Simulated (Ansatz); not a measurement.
# CaIrWO3: a short molecular-dynamics run

Aim: set CaIrWO3 (a randomly packed cell, 12 atoms, not relaxed) in motion for 60 steps of 1.5 fs under a Langevin thermostat at 100 K, and see how temperature, energy and positions respond.

All numbers below are computed with Ansatz 0.2.0 (DFT PBE, plane waves, PAW, scalar-relativistic, no spin polarisation).

## (1) The system as given

The cell holds 12 atoms (Ca2Ir2O6W2): a = 6.698 Å, b = 6.271 Å, c = 7.541 Å, α = 80.41°, β = 75.83°, γ = 103.01°.

Structure file:

```cif
data_structure
_symmetry_space_group_name_H-M 'P 1'
_symmetry_Int_Tables_number 1
_cell_length_a 6.6984
_cell_length_b 6.2710
_cell_length_c 7.5407
_cell_angle_alpha 80.406
_cell_angle_beta 75.832
_cell_angle_gamma 103.010
_cell_volume 290.87
loop_
_atom_site_label
_atom_site_type_symbol
_atom_site_fract_x
_atom_site_fract_y
_atom_site_fract_z
_atom_site_occupancy
Ca1 Ca 0.42296 0.77038 0.40535 1
Ca2 Ca 0.25153 0.18010 0.65889 1
Ir1 Ir 0.72473 0.05260 0.64229 1
Ir2 Ir 0.43964 0.27306 0.13408 1
W1 W 0.93223 0.27178 0.18290 1
W2 W 0.82201 0.75906 0.00200 1
O1 O 0.31442 0.57346 0.81801 1
O2 O 0.82568 0.68857 0.55866 1
O3 O 0.07884 0.97113 0.39462 1
O4 O 0.89277 0.34237 0.81987 1
O5 O 0.61436 0.40566 0.76524 1
O6 O 0.00345 0.45427 0.50518 1
```

## (2) The run

input.yaml

```yaml
crystal:
  lattice:
    - [6.489926, -1.484585, 0.73845]
    - [-0.01871, 6.270905, -0.034387]
    - [1.371975, 1.300905, 7.299857]
  atoms:
    - { symbol: Ca, position: [0.422955, 0.770375, 0.405349] }
    - { symbol: Ca, position: [0.251532, 0.180095, 0.658887] }
    - { symbol: Ir, position: [0.72473, 0.052604, 0.642287] }
    - { symbol: Ir, position: [0.439638, 0.273064, 0.134082] }
    - { symbol: W, position: [0.932233, 0.27178, 0.182896] }
    - { symbol: W, position: [0.822012, 0.759059, 0.002] }
    - { symbol: O, position: [0.31442, 0.573462, 0.818009] }
    - { symbol: O, position: [0.825682, 0.688572, 0.558658] }
    - { symbol: O, position: [0.078842, 0.971129, 0.39462] }
    - { symbol: O, position: [0.892771, 0.342372, 0.819868] }
    - { symbol: O, position: [0.614364, 0.405664, 0.765242] }
    - { symbol: O, position: [0.003445, 0.45427, 0.50518] }
kpoints:
  mp_grid: { grid: [3, 3, 2] }
magnetization:
  spin_polarized: false
scf:
  occupations: { method: gaussian, width: 0.1 }
hamiltonian:
  pseudopotentials: { kind: paw }
  xc: pbe
basis:
  ecutwfc: 420
md:
  timestep: 1.5
  n_steps: 60
  ensemble: nvt_langevin
  temperature: 100.0
  initial_velocities: maxwell_boltzmann
  seed: 937980
```

On the command line:

```
$ ansatz run input.yaml --threads 2 --pin off --max-ram 2560MiB --backend cpu --events-out ev --progress --plain --runs-dir out
```

Standard output, shortened:

```text
Warning: md: disabling space-group detection — thermal motion breaks the input geometry's symmetry, so no spatial operation reduces the k-mesh or symmetrises the density; time reversal is kept, so that k and −k are solved as one point where they differ and the mesh holds both, and exact [...]
Warning: RAYON_NUM_THREADS=2 ignored (pool sized by the plan → 2); use --threads N
[...]
Pseudopotentials: kind: paw
Pseudopotential: Ca, paw, valence charge 10, recommended cutoff 420 eV (normal), Ca.paw.azcp
Pseudopotential: Ir, paw, valence charge 17, recommended cutoff 420 eV (normal), Ir.paw.azcp
Pseudopotential: W, paw, valence charge 14, recommended cutoff 420 eV (normal), W.paw.azcp
Pseudopotential: O, paw, valence charge 6, recommended cutoff 420 eV (normal), O.paw.azcp
Functional definition: PBE
[...]
Crystal: 12 atoms, lattice volume = 290.874 Å³
Basis set: ecut = 420 eV, 5701 PW (Γ), exchange–correlation on 90×90×108 points (8 copies of the dense FFT grid, shifted against one another)
Bands: 71, of which v1, the nominal top of the filled ones, is band 59 counted from 1 (58 counted from 0)
Symmetry: 1 space group operations
k-points: 10 of 18 (time reversal used)
[...]
SCF iter   1: F=—  HF=-51643.131069 eV  |F-HF|=—  |Δ(HF+E_count)|=         —  Δρ=2.06e-2  dr2=3.92e0  ethr=1.77e-3  ⟨swp⟩=7.3  Hψ=2672  notcnv=0
[...]
md step     0: t =     0.00 fs  T =    91.7 K  F+E_penalty+E_count = -51643.01467646 eV  E_kin = 0.142186 eV  (13 SCF iters)
[...]
md step     2: t =     3.00 fs  T =   159.0 K  F+E_penalty+E_count = -51643.10808016 eV  E_kin = 0.246673 eV  (10 SCF iters)
[...]
md step     4: t =     6.00 fs  T =   292.8 K  F+E_penalty+E_count = -51643.32732518 eV  E_kin = 0.454098 eV  (11 SCF iters)
[...]
md step     6: t =     9.00 fs  T =   526.2 K  F+E_penalty+E_count = -51643.69741688 eV  E_kin = 0.816242 eV  (6 SCF iters)
[...]
md step     8: t =    12.00 fs  T =   885.9 K  F+E_penalty+E_count = -51644.24983384 eV  E_kin = 1.374136 eV  (6 SCF iters)
md step     9: t =    13.50 fs  T =  1099.6 K  F+E_penalty+E_count = -51644.61048457 eV  E_kin = 1.705574 eV  (7 SCF iters)
md step    10: t =    15.00 fs  T =  1330.8 K  F+E_penalty+E_count = -51645.03234938 eV  E_kin = 2.064302 eV  (11 SCF iters)
```

## (3) The output, continued

Output, continued, shortened:

```text
md step    11: t =    16.50 fs  T =  1627.3 K  F+E_penalty+E_count = -51645.52273528 eV  E_kin = 2.524122 eV  (7 SCF iters)
[...]
md step    23: t =    34.50 fs  T =  7333.4 K  F+E_penalty+E_count = -51656.99874415 eV  E_kin = 11.375019 eV  (10 SCF iters)
[...]
md step    35: t =    52.50 fs  T =  6304.5 K  F+E_penalty+E_count = -51658.45424515 eV  E_kin = 9.778960 eV  (10 SCF iters)
[...]
md step    47: t =    70.50 fs  T =  4596.2 K  F+E_penalty+E_count = -51658.59684580 eV  E_kin = 7.129321 eV  (9 SCF iters)
[...]
md step    59: t =    88.50 fs  T =  4431.6 K  F+E_penalty+E_count = -51660.66789420 eV  E_kin = 6.873987 eV  (7 SCF iters)
[...]
md step    60: t =    90.00 fs  T =  4500.1 K  F+E_penalty+E_count = -51661.04571844 eV  E_kin = 6.980218 eV  (11 SCF iters)
NSCF: frozen V_eff on 10 k-points
[...]
SCF converged after 11 iterations
Free energy (F): -51661.045718 eV
[...]
E sigma→0 (E₀):  -51661.021777 eV
Entropy (-TS):   -0.047882 eV (-3.990 meV/atom)
Fermi energy:    5.221730 eV
[...]
--- Forces (eV/Å), atoms counted from 1 ---
  atom   1  Ca    -0.73571699     0.00957041    -0.46578871
  atom   2  Ca     1.24776191     0.22889061    -0.88072379
  atom   3  Ir    -2.96896832    -0.58313964    -5.56970152
  atom   4  Ir    -0.74586043    -0.42070253     0.79531048
  atom   5  W     -0.35845697     0.97135900     4.27664480
  atom   6  W     -2.93777530    -2.65237081    -2.30270049
  atom   7  O      0.09951178    -0.46585879     0.15500609
  atom   8  O      1.23471462    -0.64475902     2.25198690
[...]
--- Band table (eV; the first three rows and the last of 10) ---
[...]
--- MD trajectory: 60 steps, t = 0.0 → 90.0 fs ---
  final state: T = 4500.1 K   F+E_penalty+E_count = -51661.04571844 eV   E_kin = 6.980218 eV
```

Wall time 11 min (2 threads of Arm Neoverse V1, shared host); peak memory 0.73 GiB.

## (4) What the atoms did

One step in 5; energies are changes from step 0; msd is the mean square displacement from the start, the centre of mass held:

| time (fs) | T (K) | potential energy change (meV/atom) | msd O (Å²) | msd Ca (Å²) | msd Ir (Å²) | msd W (Å²) |
| --- | --- | --- | --- | --- | --- | --- |
| 0.0 | 92 | 0.0 | 0.000 | 0.000 | 0.000 | 0.000 |
| 7.5 | 395 | -39.7 | 0.002 | 0.001 | 0.000 | 0.000 |
| 15.0 | 1331 | -168.1 | 0.025 | 0.003 | 0.000 | 0.000 |
| 22.5 | 3158 | -445.7 | 0.118 | 0.010 | 0.001 | 0.000 |
| 30.0 | 6269 | -930.0 | 0.383 | 0.021 | 0.002 | 0.001 |
| 37.5 | 6087 | -1062.3 | 0.914 | 0.040 | 0.004 | 0.002 |
| 45.0 | 4719 | -965.9 | 1.293 | 0.071 | 0.007 | 0.003 |
| 52.5 | 6304 | -1286.6 | 1.324 | 0.113 | 0.015 | 0.006 |
| 60.0 | 4892 | -1201.3 | 1.413 | 0.158 | 0.030 | 0.010 |
| 67.5 | 4631 | -1268.5 | 1.618 | 0.195 | 0.049 | 0.015 |
| 75.0 | 4226 | -1299.7 | 1.980 | 0.231 | 0.071 | 0.024 |
| 82.5 | 3954 | -1340.4 | 2.418 | 0.275 | 0.097 | 0.034 |
| 90.0 | 4500 | -1502.6 | 2.866 | 0.339 | 0.123 | 0.047 |

time (fs), T (K) and a bar:
```
      0.0         92 
      4.5        218 #
      7.5        395 #
     12.0        886 ###
     15.0       1331 #####
     19.5       2397 ##########
     24.0       3688 ###############
     27.0       4897 ####################
     31.5       6827 ############################
     34.5       7333 ##############################
     39.0       5158 #####################
     43.5       4536 ##################
     46.5       5187 #####################
     51.0       6347 ##########################
     55.5       5569 #######################
     58.5       4975 ####################
     63.0       4750 ###################
     66.0       4646 ###################
     70.5       4596 ###################
     75.0       4226 #################
     78.0       3867 ################
     82.5       3954 ################
     85.5       4169 #################
     90.0       4500 ##################
```

Pair distribution over the second half of the run:

| r (Å) | g O–O | g Ca–O | g Ir–O |
| --- | --- | --- | --- |
| 0.68 | 0.00 | 0.00 | 0.00 |
| 0.84 | 0.00 | 0.00 | 0.00 |
| 1.00 | 0.00 | 0.00 | 0.00 |
| 1.16 | 0.00 | 0.00 | 0.00 |
| 1.32 | 0.00 | 0.00 | 0.00 |
| 1.48 | 0.00 | 0.00 | 0.58 |
| 1.64 | 0.00 | 0.47 | 2.73 |
| 1.80 | 0.00 | 1.42 | 4.73 |
| 1.96 | 0.00 | 1.38 | 2.33 |
| 2.12 | 0.00 | 1.25 | 2.79 |
| 2.28 | 0.70 | 2.38 | 1.84 |
| 2.44 | 1.25 | 1.72 | 0.20 |
| 2.60 | 1.38 | 0.64 | 0.71 |
| 2.76 | 1.08 | 0.46 | 1.21 |
| 2.92 | 1.56 | 2.06 | 0.91 |

First peaks of g(r) (not always the tallest), and, where a minimum follows, the mean number of second-named atoms round a first-named one up to the next minimum:

| pair | peak (Å) | height | minimum (Å) | neighbours |
| --- | --- | --- | --- | --- |
| O–O | 2.60 | 1.4 | - | - |
| Ca–O | 2.28 | 2.4 | - | - |
| Ir–O | 1.80 | 4.7 | 2.52 | 2.3 |

## (5) Snapshots as a file

Extended XYZ, with forces in eV/Å:

```xyz
12
Lattice="6.490 -1.485 0.738 -0.019 6.271 -0.034 1.372 1.301 7.300" Properties=species:S:1:pos:R:3:forces:R:3 pbc="T T T" time_fs=12.0 T=886 dE=-1.2352
Ca    3.288    4.738    3.219   -0.452    0.217    0.339
Ca    2.535    1.655    5.030   -0.462    1.132    0.268
Ir    5.597    0.088    5.220    2.401    0.567   -0.159
Ir    3.038    1.229    1.292    0.175    0.669   -0.794
W     6.295    0.558    2.008    0.078   -0.681   -0.490
W     5.317    3.545    0.595   -1.200   -0.843   -0.350
O     3.171    4.170    6.164   -0.111   -0.523   -0.482
O     6.063    3.878    4.685   -0.838    1.660    0.672
O     1.113    6.554    2.868    1.240    1.609   -1.155
O     6.902    1.871    6.773    0.781   -0.711    2.924
O     4.966    2.586    6.024   -0.685   -0.511    0.655
O     0.637    3.385    3.637   -0.926   -2.585   -1.428
12
Lattice="6.490 -1.485 0.738 -0.019 6.271 -0.034 1.372 1.301 7.300" Properties=species:S:1:pos:R:3:forces:R:3 pbc="T T T" time_fs=22.5 T=3158 dE=-5.3479
Ca    3.272    4.753    3.201   -0.171    0.367    0.346
Ca    2.529    1.714    5.070   -0.233    1.185    0.413
Ir    5.620    0.092    5.222    2.551   -0.221   -0.895
Ir    3.043    1.230    1.283   -0.381    0.257   -0.767
W     6.298    0.554    1.996    0.037   -0.642   -1.274
W     5.306    3.545    0.597   -1.275   -0.837   -0.390
O     3.183    4.110    6.124   -0.125   -0.594   -0.651
O     5.968    4.063    4.742   -1.002    2.913    0.897
O     1.277    6.724    2.752    2.073    1.498   -2.094
O     6.940    1.827    7.088    1.734   -0.411    4.667
O     4.877    2.513    6.069   -1.265   -0.692    0.882
O     0.518    3.104    3.507   -1.943   -2.822   -1.133
12
Lattice="6.490 -1.485 0.738 -0.019 6.271 -0.034 1.372 1.301 7.300" Properties=species:S:1:pos:R:3:forces:R:3 pbc="T T T" time_fs=33.0 T=7266 dE=-13.4607
Ca    3.258    4.778    3.191    0.353    0.412    0.327
Ca    2.520    1.795    5.124    0.542    1.090    0.871
Ir    5.653    0.091    5.220    1.424   -2.084   -1.294
Ir    3.044    1.236    1.265   -0.793    0.449   -0.882
W     6.296    0.547    1.978    0.657   -0.622    1.253
W     5.289    3.545    0.598   -1.450   -0.851   -0.018
O     3.171    4.020    6.038   -0.410   -0.640   -1.270
O     5.824    4.423    4.853   -0.532    3.860    1.026
O     1.576    6.956    2.511    2.257    0.470   -2.039
O     7.074    1.774    7.644    0.590   -0.147    0.272
O     4.728    2.399    6.166   -0.938   -1.283    1.789
O     0.296    2.681    3.327   -1.700   -0.654   -0.035
12
Lattice="6.490 -1.485 0.738 -0.019 6.271 -0.034 1.372 1.301 7.300" Properties=species:S:1:pos:R:3:forces:R:3 pbc="T T T" time_fs=45.0 T=4719 dE=-11.5909
Ca    3.258    4.803    3.190    0.648   -0.169    0.449
Ca    2.528    1.913    5.207    0.671    0.754    1.437
Ir    5.694    0.098    5.217   -3.121   14.340    8.456
Ir    3.050    1.249    1.232   12.528    3.896  -13.583
W     6.315    0.541    2.003    1.537    0.601    0.958
W     5.260    3.539    0.599   -0.922   -0.702    0.964
O     3.125    3.885    5.837   -0.748    0.237   -2.200
O     5.640    4.861    5.032   -0.666  -17.959   -0.893
O     1.941    7.193    2.229  -11.554   -3.804   11.236
O     7.085    1.666    7.760   -1.481   -0.903   -4.892
O     4.511    2.190    6.403    0.288   -0.993    1.810
O    -0.006    2.256    3.135    2.820    4.700   -3.742
12
Lattice="6.490 -1.485 0.738 -0.019 6.271 -0.034 1.372 1.301 7.300" Properties=species:S:1:pos:R:3:forces:R:3 pbc="T T T" time_fs=57.0 T=5200 dE=-14.5533
Ca    3.286    4.822    3.205    0.367    0.027    1.204
Ca    2.555    2.033    5.319   -1.282   -2.989    0.112
Ir    5.713    0.158    5.259   -0.672   -4.071    4.111
Ir    3.106    1.280    1.148    0.197    0.528   -0.274
W     6.352    0.537    2.049    0.088   -1.676  -14.431
W     5.227    3.528    0.606   -1.821   -0.708   -0.028
O     3.026    3.807    5.495    0.424    3.924   -1.944
O     5.447    4.465    5.174    0.595    3.526    0.664
O     1.741    7.216    2.513    2.021   -0.103   -1.831
O     6.891    1.486    7.220    1.262   -1.256    2.053
O     4.336    1.910    6.777    0.072   -0.308    0.737
O    -0.154    2.181    2.884   -1.250    3.107    9.629
12
Lattice="6.490 -1.485 0.738 -0.019 6.271 -0.034 1.372 1.301 7.300" Properties=species:S:1:pos:R:3:forces:R:3 pbc="T T T" time_fs=67.5 T=4631 dE=-15.2223
Ca    3.325    4.831    3.245    0.033    0.398    0.290
Ca    2.549    2.073    5.417   -0.652   -1.049   -0.102
Ir    5.722    0.186    5.321    0.132   -4.704    5.414
Ir    3.157    1.310    1.078    0.826    3.960    5.211
W     6.382    0.523    2.020   -0.243   -0.466   -0.509
W     5.191    3.508    0.611   -2.093   -1.294   -0.890
O     2.961    3.960    5.091   -0.128    1.106   -1.006
O     5.328    4.275    5.327    0.946    4.018    1.026
O     1.633    7.208    2.698    1.850    0.580   -2.809
O     6.815    1.279    6.934    0.638   -1.763    0.729
O     4.194    1.615    7.094   -1.129   -2.863   -3.761
O    -0.311    2.335    3.027   -0.180    2.077   -3.595
12
Lattice="6.490 -1.485 0.738 -0.019 6.271 -0.034 1.372 1.301 7.300" Properties=species:S:1:pos:R:3:forces:R:3 pbc="T T T" time_fs=78.0 T=3867 dE=-15.4486
Ca    3.371    4.855    3.269    2.118    3.637   -7.117
Ca    2.531    2.087    5.502    0.497    0.656   -0.879
Ir    5.729    0.186    5.402    0.148   -3.831    0.496
Ir    3.199    1.350    1.035   -0.542    0.084    0.638
W     6.406    0.507    1.986   -0.515    0.639    3.678
W     5.146    3.482    0.606   -2.443   -2.274   -1.727
O     2.879    4.143    4.712   -2.979   -4.471    7.056
O     5.281    4.353    5.522    1.608    3.809    1.538
O     1.656    7.234    2.697    0.767    1.332   -2.991
O     6.783    0.986    6.734    0.571   -0.592    1.651
O     4.008    1.223    7.204    0.661    1.869    0.602
O    -0.475    2.588    3.032    0.110   -0.858   -2.944
12
Lattice="6.490 -1.485 0.738 -0.019 6.271 -0.034 1.372 1.301 7.300" Properties=species:S:1:pos:R:3:forces:R:3 pbc="T T T" time_fs=90.0 T=4500 dE=-18.0310
Ca    3.466    4.961    3.129   -0.736    0.010   -0.466
Ca    2.529    2.127    5.571    1.248    0.229   -0.881
Ir    5.737    0.165    5.488   -2.969   -0.583   -5.570
Ir    3.237    1.395    0.998   -0.746   -0.421    0.795
W     6.425    0.495    1.976   -0.358    0.971    4.277
W     5.087    3.446    0.591   -2.938   -2.652   -2.303
O     2.610    4.065    4.708    0.100   -0.466    0.155
O     5.335    4.699    5.838    1.235   -0.645    2.252
O     1.722    7.351    2.456   -0.236    1.604   -2.872
O     6.825    0.654    6.715    3.510    1.192    5.404
O     3.870    0.933    7.326    1.200    2.872    0.586
O    -0.618    2.775    2.830    0.690   -2.111   -1.377
```

## (6) Results

```
                             quantity                                  value
                               length                     60 steps of 1.5 fs
     temperature, first and last step                          92 and 4500 K
             temperature, second half       mean 4768 K, from 3785 to 6347 K
        potential energy, second half          -1273 meV/atom from the start
mean square displacement, second half  O 1.8, Ca 0.196, Ir 0.054, W 0.019 Å²
```

**Reading.** Against a set 100 K the second half averages 4768 K, going from 4719 to 4500 K over that half; the potential energy of that half lies 1273 meV/atom under the start, so the atoms have moved to lower-lying arrangements, and the energy set free heats the cell. Over the second half O atoms stand 1.3 Å (root mean square) from where they began, and the farthest move is 2.4 Å. A run of 90 fs with 12 atoms shows the motion but fixes no equilibrium value.
